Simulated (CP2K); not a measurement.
# singlet [GaH2O2]− at 4 levels

We compute a comparison of 4 runs (B3LYP/6-31G*, PBE0/TZV2P-MOLOPT-PBE0-GTH, PM6, GFN1-xTB) of singlet [GaH2O2]−. 

Program for the calculation: CP2K 2026.2.

1 further run of the same task is left out (it didn't finish).

## (1) The molecule

[GaH2O2]−: 5 atoms, total charge -1, spin state singlet. As SMILES of the parent species, `[OH][Ga][OH]`. Geometry: relaxed at PBE0-D4/def2-TZVP. This is one conformer, not always the lowest. That shape belongs to the parent species and isn't relaxed for this state.

Bond lengths: O1–Ga2 1.804 Å, Ga2–O3 1.795 Å, O1–H4 0.960 Å, O3–H5 0.963 Å. Angles: O1–Ga2–O3 114.9°, Ga2–O1–H4 114.9°, Ga2–O3–H5 111.1°.

## (2) A single-point energy at B3LYP/6-31G(d) (spherical functions) (run 1)

Input file mol.inp:

```
&global
   project mol
   run_type ENERGY
   print_level MEDIUM
&end global
&force_eval
   method QS
   &dft
      basis_set_file_name ./6_31gs.basis
      potential_file_name POTENTIAL
      charge -1
      multiplicity 1
      &qs
         method GAPW
         eps_default 1.0E-10
      &end qs
      ! real-space grids
      &mgrid
         cutoff 280
         rel_cutoff 50
         ngrids 4
      &end mgrid
      ! isolated system
      &poisson
         periodic NONE
         poisson_solver WAVELET
      &end poisson
      &scf
         scf_guess ATOMIC
         eps_scf 1.0E-06
         max_scf 50
         &ot ON
            minimizer DIIS
            preconditioner FULL_ALL
         &end ot
         &outer_scf
            eps_scf 1.0E-06
            max_scf 10
         &end outer_scf
      &end scf
      &xc
         &xc_functional
            &hyb_gga_xc_b3lyp
            &end hyb_gga_xc_b3lyp
         &end xc_functional
         &hf
            fraction 0.2
            &screening
               eps_schwarz 1.0E-10
               screen_on_initial_p F
            &end screening
            &interaction_potential
               potential_type COULOMB
            &end interaction_potential
            &memory
               max_memory 1050
            &end memory
         &end hf
      &end xc
      &print
         &moments
            periodic F
            reference COM
            max_moment 1
         &end moments
         &mo_cubes
            nlumo 3
            nhomo -1
            write_cube F
         &end mo_cubes
         &lowdin ON
         &end lowdin
         &hirshfeld OFF
         &end hirshfeld
         &mo_molden ON
            ndigits 8
            nlumo 3
         &end mo_molden
      &end print
   &end dft
   &subsys
      &cell
         abc [angstrom] 13.5 13.5 13.5
         periodic NONE
      &end cell
      &coord
         O     -0.370600     0.021600    -1.274400
         Ga    -0.311700    -0.753800     0.353600
         O      0.618200     0.154900     1.591100
         H     -0.867400    -0.464600    -1.936500
         H      0.981500     0.968200     1.224700
      &end coord
      &topology
         &center_coordinates
         &end center_coordinates
      &end topology
      &kind O
         basis_set 6-31Gs
         potential ALL
         lebedev_grid 194
         radial_grid 100
      &end kind
      &kind Ga
         basis_set 6-31Gs
         potential ALL
         lebedev_grid 194
         radial_grid 100
      &end kind
      &kind H
         basis_set 6-31Gs
         potential ALL
         lebedev_grid 194
         radial_grid 100
      &end kind
   &end subsys
&end force_eval
```

Launch:

```
$ OMP_NUM_THREADS=1 cp2k.psmp mol.inp > mol.out
```

Output:

```text
CP2K| version string:                                       CP2K version 2026.2
[...]
 GLOBAL| Method name                                                        CP2K
[...]
 GLOBAL| Run type                                                         ENERGY
[...]
 DFT| Spin restricted Kohn-Sham (RKS) calculation                            RKS
 DFT| Multiplicity                                                             1
[...]
 DFT| Charge                                                                  -1
[...]
 FUNCTIONAL| HYB_GGA_XC_B3LYP:
[...]
 QS| Method:                                                                GAPW
[...]
 QS| Density cutoff [a.u.]:                                                140.0
[...]
 QS| Relative density cutoff [a.u.]:                                        25.0
[...]
                             - Atoms:                                          5
[...]
                             - Spherical basis functions:                     64
[...]
 Number of electrons:                                                         50
[...]
     1 OT DIIS     0.15E+00    6.6     0.35447675     -2050.3092518020 -2.05E+03
[...]
     7 OT DIIS     0.15E+00    2.8     0.00000034     -2076.3250111335  4.00E-11
  *** SCF run converged in     7 steps ***
[...]
  Overlap energy of the core charge distribution:               0.00000018624001
  Self energy of the core charge distribution:               -701.89240244428595
  Core Hamiltonian energy:                                  -1498.38824698059398
  Hartree energy:                                             154.50864705091502
  Exchange-correlation energy:                                -16.59482465256944
  Hartree-Fock Exchange energy:                               -18.16683562512527
[...]
                     Mulliken Population Analysis
 #  Atom  Element  Kind  Atomic population                           Net charge
       1     O        1          8.765712                             -0.765712
       2     Ga       2         31.194126                             -0.194126
       3     O        1          8.743000                             -0.743000
       4     H        3          0.635410                              0.364590
       5     H        3          0.661753                              0.338247
 # Total charge                             50.000000                 -1.000000
[...]
  Dipole moment [Debye]
    X=  0.5079487E+00 Y=  0.1686939E+01 Z= -0.1538044E+01  Total=      2.3386652
[...]
 HOMO - LUMO gap [eV] :    3.942856
 ENERGY| Total FORCE_EVAL ( QS ) energy [hartree]          -2076.325011133531461
[...]
```

Wall time 2.8 min (1 thread of Arm Neoverse V2, shared host); peak memory 0.98 GiB.

## (3) The energy at PBE0/TZV2P-MOLOPT-PBE0-GTH (core potential) (run 2)

Input file gas.inp:

```
&GLOBAL
   PROJECT gas
   RUN_TYPE ENERGY
   PRINT_LEVEL MEDIUM
&END GLOBAL

&FORCE_EVAL
   METHOD QUICKSTEP
   &DFT
      BASIS_SET_FILE_NAME BASIS_MOLOPT_UZH
      BASIS_SET_FILE_NAME BASIS_ADMM_UZH
      POTENTIAL_FILE_NAME POTENTIAL_UZH
      CHARGE -1
      &QS
         METHOD GPW
         EPS_DEFAULT 1.0E-10
      &END QS
      &MGRID
         CUTOFF 400
         REL_CUTOFF 50
         NGRIDS 4
      &END MGRID
      &POISSON
         PERIODIC NONE
         POISSON_SOLVER WAVELET
      &END POISSON
      &SCF
         SCF_GUESS ATOMIC
         EPS_SCF 1.0E-06
         MAX_SCF 50
         &OT
            MINIMIZER DIIS
            PRECONDITIONER FULL_ALL
         &END OT
         &OUTER_SCF
            EPS_SCF 1.0E-06
            MAX_SCF 5
         &END OUTER_SCF
      &END SCF
      &XC
         &XC_FUNCTIONAL
            &PBE
               SCALE_X 0.75
               SCALE_C 1.0
            &END PBE
         &END XC_FUNCTIONAL
         &HF
            FRACTION 0.25
            &SCREENING
               EPS_SCHWARZ 1.0E-09
            &END SCREENING
            &MEMORY
               MAX_MEMORY 1050
            &END MEMORY
         &END HF
      &END XC
      &AUXILIARY_DENSITY_MATRIX_METHOD
         ADMM_TYPE ADMMS
         EXCH_CORRECTION_FUNC PBEX
      &END AUXILIARY_DENSITY_MATRIX_METHOD
      &PRINT
         &MOMENTS
            PERIODIC F
            REFERENCE COM
            MAX_MOMENT 1
         &END MOMENTS
         &MO_CUBES
            NLUMO 1
            NHOMO -1
            WRITE_CUBE F
         &END MO_CUBES
         &HIRSHFELD OFF
         &END HIRSHFELD
      &END PRINT
   &END DFT
   &SUBSYS
      &CELL
         ABC 13.5 13.5 13.5
         PERIODIC NONE
      &END CELL
      &COORD
         UNIT bohr
         O     -0.7003325     0.0408181    -2.4082670
         Ga    -0.5890276    -1.4244756     0.6682072
         O      1.1682287     0.2927186     3.0067432
         H     -1.6391484    -0.8779668    -3.6594546
         H      1.8547662     1.8296328     2.3143476
      &END COORD
      &TOPOLOGY
         &CENTER_COORDINATES
         &END CENTER_COORDINATES
      &END TOPOLOGY
      &KIND O
         BASIS_SET ORB TZV2P-MOLOPT-PBE0-GTH-q6
         BASIS_SET AUX_FIT admm-tzp-q6
         POTENTIAL GTH-PBE0-q6
      &END KIND
      &KIND Ga
         BASIS_SET ORB TZV2P-MOLOPT-PBE0-GTH-q13
         BASIS_SET AUX_FIT admm-tzp-q13
         POTENTIAL GTH-PBE0-q13
      &END KIND
      &KIND H
         BASIS_SET ORB TZV2P-MOLOPT-PBE0-GTH-q1
         BASIS_SET AUX_FIT admm-tzp-q1
         POTENTIAL GTH-PBE0-q1
      &END KIND
   &END SUBSYS
&END FORCE_EVAL
```

Launch:

```
$ OMP_NUM_THREADS=1 cp2k.psmp -i gas.inp > gas.out 2>&1
```

Output, cut to the lines that bear on the results:

```text
CP2K| version string:                                       CP2K version 2026.2
[...]
 GLOBAL| Method name                                                        CP2K
[...]
 GLOBAL| Run type                                                         ENERGY
[...]
 DFT| Spin restricted Kohn-Sham (RKS) calculation                            RKS
 DFT| Multiplicity                                                             1
[...]
 DFT| Charge                                                                  -1
[...]
 FUNCTIONAL| PBE:
 QS| Method:                                                                 GPW
[...]
 QS| Density cutoff [a.u.]:                                                200.0
[...]
 QS| Relative density cutoff [a.u.]:                                        25.0
[...]
                             - Atoms:                                          5
[...]
                             - Spherical basis functions:                    127
[...]
 Number of electrons:                                                         28
[...]
     1 OT DIIS     0.15E+00    9.3     0.16096554      -105.6410260003 -1.06E+02
[...]
    45 OT DIIS     0.15E+00    7.6     0.00000095      -108.5654417878 -2.85E-10
  *** SCF run converged in    45 steps ***
[...]
  Overlap energy of the core charge distribution:               0.00000009618487
  Self energy of the core charge distribution:               -182.70953697650347
  Core Hamiltonian energy:                                     53.32827995229650
  Hartree energy:                                              38.51681733207314
  Exchange-correlation energy:                                -13.92054444976534
  Hartree-Fock Exchange energy:                                -3.78045774204657
  Total energy:                                              -108.56544178776088
[...]
                     Mulliken Population Analysis
 #  Atom  Element  Kind  Atomic population                           Net charge
       1     O        1          6.521374                             -0.521374
       2     Ga       2         13.076325                             -0.076325
       3     O        1          6.493935                             -0.493935
[...]
  Dipole moment [Debye]
    X=  0.1395324E+00 Y=  0.9599521E+00 Z= -0.1345637E+01  Total=      1.6588300
[...]
 HOMO - LUMO gap [eV] :    4.551602
 ENERGY| Total FORCE_EVAL ( QS ) energy [hartree]           -108.565441787760875
[...]
```

Run time: 5.8 min. Hardware: 1 thread of Arm Neoverse V2, shared host; peak memory 2.3 GiB.

Run 3 isn't shown in full; the table further down has it.

## (4) A single-point energy at GFN1-xTB (run 4)

Input file molecule.xyz:

```xyz
5

O     -0.370600     0.021600    -1.274400
Ga    -0.311700    -0.753800     0.353600
O      0.618200     0.154900     1.591100
H     -0.867400    -0.464600    -1.936500
H      0.981500     0.968200     1.224700
```

Input file run.inp:

```
&GLOBAL
 PROJECT run
 RUN_TYPE ENERGY
 PRINT_LEVEL MEDIUM
&END GLOBAL

&FORCE_EVAL
 METHOD QS
 &DFT
  CHARGE -1
  MULTIPLICITY 1
  &QS
   METHOD XTB
   EPS_DEFAULT 1.0E-10
   &XTB
    GFN_TYPE 1
    CHECK_ATOMIC_CHARGES F
   &END XTB
  &END QS
  # cluster boundary conditions
  &POISSON
   PERIODIC NONE
   POISSON_SOLVER ANALYTIC
  &END POISSON
  &SCF
   SCF_GUESS ATOMIC
   EPS_SCF 1.0E-07
   MAX_SCF 100
   ADDED_MOS 4
   &DIAGONALIZATION
    ALGORITHM STANDARD
   &END DIAGONALIZATION
   &MIXING
    METHOD BROYDEN_MIXING
    ALPHA 0.2
    NBUFFER 8
   &END MIXING
  &END SCF
  &PRINT
   &MOMENTS
    PERIODIC F
    REFERENCE COM
    MAX_MOMENT 1
   &END MOMENTS
   &MO ON
    ENERGIES T
    OCCUPATION_NUMBERS T
    NDIGITS 6
    &EACH
     QS_SCF 0
    &END EACH
    ADD_LAST NUMERIC
   &END MO
   &HIRSHFELD OFF
   &END HIRSHFELD
  &END PRINT
 &END DFT
 &SUBSYS
  &CELL
   ABC [angstrom] 9.8 9.7 11.5
   PERIODIC NONE
  &END CELL
  &TOPOLOGY
   COORD_FILE_NAME molecule.xyz
   COORD_FILE_FORMAT XYZ
   &CENTER_COORDINATES
   &END CENTER_COORDINATES
  &END TOPOLOGY
 &END SUBSYS
&END FORCE_EVAL
```

Launch:

```
$ OMP_NUM_THREADS=1 cp2k.psmp -i run.inp -o run.out
```

Output:

```text
CP2K| version string:                                       CP2K version 2026.2
[...]
 GLOBAL| Method name                                                        CP2K
[...]
 GLOBAL| Run type                                                         ENERGY
[...]
                             - Atoms:                                          5
[...]
                             - Spherical basis functions:                     21
[...]
 Number of electrons:                                                         18
[...]
     1 NoMix/Diag. 0.20E+00    0.0     0.60686030       -11.8006661700 -1.18E+01
[...]
    42 Broy./Diag. 0.20E+00    0.0     0.00000003       -12.0207401958  1.90E-07
  *** SCF run converged in    42 steps ***
[...]
 TB_DIPOLE| Moment [Debye]         -0.94945498      -1.22887493      -0.70250672
 TB_DIPOLE| Derivative [a.u.]       0.00000000       0.00000000       0.00000000
[...]
 ENERGY| Total FORCE_EVAL ( QS ) energy [hartree]            -12.020740195780951
[...]
```

Run time: 0.28 s. Hardware: 1 thread of Arm Neoverse V2, shared host.

## (5) Overview of the runs

| run | level | core potential | scheme | energy (Eh) | HOMO energy (eV) | LUMO energy (eV) | HOMO–LUMO gap (eV) | wall time |
| --- | --- | --- | --- | --- | --- | --- | --- | --- |
| 1 | B3LYP/6-31G* (spherical functions) | none | GAPW | -2076.325011 | 1.00 | 4.94 | 3.94 | 2.8 min |
| 2 | PBE0/TZV2P-MOLOPT-PBE0-GTH (core potential) | GTH-PBE0 | GPW | -108.565442 | 0.67 | 5.22 | 4.55 | 5.8 min |
| 3 | PM6 | – | – | -24.704015 | -2.66 | – | – | 0.22 s |
| 4 | GFN1-xTB | – | – | -12.020740 | -3.57 | 1.96 | 5.52 | 0.28 s |

## (6) Outcome

```
                quantity         value
     run 4: total energy  -12.02074 Eh
      run 4: HOMO energy      -3.57 eV
      run 4: LUMO energy       1.96 eV
    run 4: HOMO–LUMO gap       5.52 eV
run 4: dispersion energy  -2.14 kJ/mol
```

**Reading.** Over runs 1, 2, 4 the HOMO–LUMO gap runs from 3.94 eV (B3LYP/6-31G*) to 5.52 eV (GFN1-xTB). The two ends differ in method and basis and Hamiltonian. The empty levels of an anion lie above zero and hang on the basis. Totals of different functionals can't be ranked against each other. Some runs of one species differ in core potentials or relativity; totals across that change don't compare. In runs 1, 2 the HOMO lies above zero, so the outermost electron may be held by the basis alone. Force-field and semi-empirical energies have zeros of their own, so their totals don't compare. All runs together took 8.6 min, the longest 5.8 min.
